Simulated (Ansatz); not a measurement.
Run this with Ansatz's Python interface and show what comes out.

`energy.py`:
```python
'''Electronic structure of the C2H10Si2 molecule.'''

import argparse
import warnings

import ansatz
import numpy as np

parser = argparse.ArgumentParser(description='Electronic structure of the C2H10Si2 molecule.')
parser.add_argument('--basis-set', required=True, help='Gaussian basis set')
parser.add_argument('--functional', default='cam_b3lyp', help='exchange-correlation functional')
args = parser.parse_args()

GEOMETRY = '''
C     0.24900    1.64970    0.85870
C     1.09570    0.62170    0.23950
Si    0.39100   -1.11680    0.22440
Si   -1.29050   -1.26640   -1.21410
H    -0.04210    1.46010    1.87260
H    -0.73920    1.81010    0.29180
H     0.73210    2.66840    0.82840
H     1.38750    0.93010   -0.79410
H     2.04880    0.63550    0.83790
H     0.01950   -1.49390    1.64340
H     1.49010   -2.05450   -0.16520
H    -0.92480   -0.89920   -2.57200
H    -2.49850   -0.32310   -0.80620
H    -1.93160   -2.65090   -1.21610
'''

warnings.simplefilter('ignore', ansatz.DeckWarning)

molecule = ansatz.Crystal.molecule()
for line in GEOMETRY.strip().splitlines():
    symbol, *xyz = line.split()
    molecule = molecule.atom(symbol, [float(v) for v in xyz])

model = molecule.calculation().basis(gaussian=args.basis_set).functional(args.functional).forces()
r = model.session().plan(threads=1).execute().report

print(f'E = {r["free_energy_ev"]:.6f} eV = {r["free_energy_ev"] / 27.211386246:.7f} Ha')
print('converged:', r['converged'], ' doubts:', r['published_state_doubts'] or 'none')

field = r['mean_field']
print('<S^2> =', round(abs(field['state']['spin_squared']), 4), ' all-electron relativity setting:', field['relativity'])
print('passes:', field['passes'])
if 'symmetry' in field:
    print('occupied orbitals by irrep:', field['symmetry']['occupied'])

symbols = [site.symbol for site in molecule.cartesian_sites]
print('forces (eV/A)')
for symbol, f in zip(symbols, r['forces_ev_ang']):
    print(f'  {symbol:2s} {f[0]:9.4f} {f[1]:9.4f} {f[2]:9.4f}')

charges = r['charge_distribution']
dipole = np.array(charges['dipole_moment_e_ang']) * 4.803205
print('dipole (D): {:.3f} {:.3f} {:.3f}, length {:.3f}'.format(*dipole, np.linalg.norm(dipole)))
print('atom  Mulliken   Lowdin')
for symbol, m, l in zip(symbols, charges['mulliken_charges_e'], charges['lowdin_charges_e']):
    print(f'{symbol:4s} {m:9.3f} {l:8.3f}')
```

```console
$ python energy.py --basis-set def2-TZVPP
E = -17992.187195 eV = -661.2006839 Ha
converged: True  doubts: none
<S^2> = 0.0  all-electron relativity setting: none
passes: {'evaluations': 14, 'products': 12}
occupied orbitals by irrep: [{'A': 25}, {'A': 25}]
forces (eV/A)
  C    -2.2366    2.8478   -1.1207
  C     2.0559   -0.3955   -0.2914
  Si    1.6042   -0.1255    1.4205
  Si   -3.1819   -0.1321   -0.0441
  H     0.0301   -0.2600    0.6151
  H     1.2812   -0.3103    0.7348
  H    -0.3679   -0.9871    0.1570
  H    -0.1943   -0.3176    0.6846
  H    -0.6005   -0.4202   -0.7195
  H    -0.0639    0.1195   -0.5433
  H    -0.2252    0.0702   -0.0371
  H     0.2406    0.0795   -0.4458
  H     1.2068   -0.7538   -0.3339
  H     0.4516    0.5850   -0.0759
dipole (D): 0.693 0.686 0.071, length 0.977
atom  Mulliken   Lowdin
C       -0.277    0.197
C       -0.221   -0.029
Si       0.230    0.018
Si       0.136    0.228
H        0.109   -0.086
H        0.076   -0.026
H        0.090   -0.043
H        0.082   -0.038
H        0.079   -0.036
H       -0.067   -0.011
H       -0.065   -0.023
H       -0.038   -0.073
H       -0.075   -0.030
H       -0.058   -0.047
```

Caveats:
- Total energies depend on the basis set; only differences at equal settings carry meaning.
- The geometry is a force-field or estimated start, not a minimum of this method, and the basis set is short of its limit.
- The Löwdin charges here are taken after orthogonalising the functions within each atom; they differ from plain Löwdin charges, and their signs can be unphysical.
- Wall time of the script: 23 s on 1 thread of Arm Neoverse V1 (shared host), peak memory 1.1 GiB.
